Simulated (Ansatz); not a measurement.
# H18C8N4O5 (C4H8N2O2 · H2O): the cost of one run

Computed with Ansatz 0.2.0 (DFT PBE+D3(BJ), scalar-relativistic, plane waves, PAW, unless a step's input says otherwise).

## 1. Starting point

Symmetry: C2, No. 5, monoclinic system. Conventional cell: a = 10.301 Å, b = 4.887 Å, c = 11.510 Å, α = 90.00°, β = 91.10°, γ = 90.00°. H (site symmetry 1) has 1 C at 0.92 Å as nearest neighbours. H (site symmetry 1) is surrounded by 1 C at 0.99 Å. H (site symmetry 1) has 1 N at 0.92 Å as nearest neighbours. H (site symmetry 1) is surrounded by 1 N at 0.94 Å. H (site symmetry 1) is surrounded by 1 N at 0.96 Å. Around H (site symmetry 1) lie 1 C at 0.95 Å. H (site symmetry 1) is surrounded by 1 C at 0.97 Å. Only part of the 18 independent sites is listed.

Coordinates:

```cif
data_structure
_symmetry_space_group_name_H-M 'C2'
_symmetry_Int_Tables_number 5
_cell_length_a 10.3010
_cell_length_b 4.8869
_cell_length_c 11.5100
_cell_angle_alpha 90.000
_cell_angle_beta 91.102
_cell_angle_gamma 90.000
_cell_volume 579.31
loop_
_atom_site_label
_atom_site_type_symbol
_atom_site_symmetry_multiplicity
_atom_site_Wyckoff_symbol
_atom_site_fract_x
_atom_site_fract_y
_atom_site_fract_z
_atom_site_occupancy
H1 H 4 c 0.54360 0.75300 0.76980 1
H2 H 4 c 0.98390 0.03700 0.60810 1
H3 H 4 c 0.63160 0.52500 0.93570 1
H4 H 4 c 0.65050 0.28100 0.86400 1
H5 H 4 c 0.72440 0.53200 0.83030 1
H6 H 4 c 0.63620 0.23000 0.53930 1
H7 H 4 c 0.69700 0.18700 0.66510 1
H8 H 4 c 0.71500 0.46800 0.59950 1
H9 H 4 c 0.55000 0.94800 0.04150 1
C1 C 4 c 0.90400 0.98820 0.82773 1
C2 C 4 c 0.53660 0.56680 0.78026 1
C3 C 4 c 0.53035 0.41840 0.66448 1
C4 C 4 c 0.65460 0.31340 0.61227 1
N1 N 4 c 0.85426 0.77890 0.77292 1
N2 N 4 c 0.64313 0.47200 0.85975 1
O1 O 4 c 0.94674 0.68647 0.68695 1
O2 O 4 c 0.85002 0.11767 0.91014 1
O3 O 2 a 0.00000 0.55530 0.00000 1
```

The structure comes from the Crystallography Open Database.

(A quick probe on a coarse mesh, which set the mesh and smearing, is not shown.)

## 3. Coarse relaxation

Contents of input.yaml:

```yaml
crystal:
  lattice:
    - [5.1505, -2.44345, 0.0]
    - [5.1505, 2.44345, 0.0]
    - [-0.2213642626, 0.0, 11.5078711265]
  atoms:
    - { symbol: H, position: [0.7906, 0.2966, 0.7698] }
    - { symbol: H, position: [0.7034, 0.2094, 0.2302] }
    - { symbol: H, position: [0.9469, 0.0209, 0.6081] }
    - { symbol: H, position: [0.9791, 0.0531, 0.3919] }
    - { symbol: H, position: [0.1066, 0.1566, 0.9357] }
    - { symbol: H, position: [0.8434, 0.8934, 0.0643] }
    - { symbol: H, position: [0.3695, 0.9315, 0.864] }
    - { symbol: H, position: [0.0685, 0.6305, 0.136] }
    - { symbol: H, position: [0.1924, 0.2564, 0.8303] }
    - { symbol: H, position: [0.7436, 0.8076, 0.1697] }
    - { symbol: H, position: [0.4062, 0.8662, 0.5393] }
    - { symbol: H, position: [0.1338, 0.5938, 0.4607] }
    - { symbol: H, position: [0.51, 0.884, 0.6651] }
    - { symbol: H, position: [0.116, 0.49, 0.3349] }
    - { symbol: H, position: [0.247, 0.183, 0.5995] }
    - { symbol: H, position: [0.817, 0.753, 0.4005] }
    - { symbol: H, position: [0.602, 0.498, 0.0415] }
    - { symbol: H, position: [0.502, 0.398, 0.9585] }
    - { symbol: C, position: [0.9158, 0.8922, 0.82773] }
    - { symbol: C, position: [0.1078, 0.0842, 0.17227] }
    - { symbol: C, position: [0.9698, 0.1034, 0.78026] }
    - { symbol: C, position: [0.8966, 0.0302, 0.21974] }
    - { symbol: C, position: [0.11195, 0.94875, 0.66448] }
    - { symbol: C, position: [0.05125, 0.88805, 0.33552] }
    - { symbol: C, position: [0.3412, 0.968, 0.61227] }
    - { symbol: C, position: [0.032, 0.6588, 0.38773] }
    - { symbol: "N", position: [0.07536, 0.63316, 0.77292] }
    - { symbol: "N", position: [0.36684, 0.92464, 0.22708] }
    - { symbol: "N", position: [0.17113, 0.11513, 0.85975] }
    - { symbol: "N", position: [0.88487, 0.82887, 0.14025] }
    - { symbol: O, position: [0.26027, 0.63321, 0.68695] }
    - { symbol: O, position: [0.36679, 0.73973, 0.31305] }
    - { symbol: O, position: [0.73235, 0.96769, 0.91014] }
    - { symbol: O, position: [0.03231, 0.26765, 0.08986] }
    - { symbol: O, position: [0.4447, 0.5553, 0.0] }
basis:
  ecutwfc: 420
kpoints:
  mp_grid: { grid: [4, 4, 2] }
hamiltonian:
  xc: pbe
  dispersion: d3bj
scf:
  occupations: { method: gaussian, width: 0.1 }
output:
  forces: true
  stress: true
  eigenvalues: true
relax:
  adjacent_minimum: "off"
  f_tol: 0.05
  max_steps: 70
  cell: { stress_tol: 0.5 }
```

The run is started by

```console
$ ansatz run input.yaml --threads 8 --pin off --max-ram 16384MiB --backend cpu --events-out ev --progress --plain --runs-dir out
```

Q: Estimate wall time and peak memory on 8 threads of Arm Neoverse V1, shared host.

About 72 s, with a peak of 1.3 GiB.
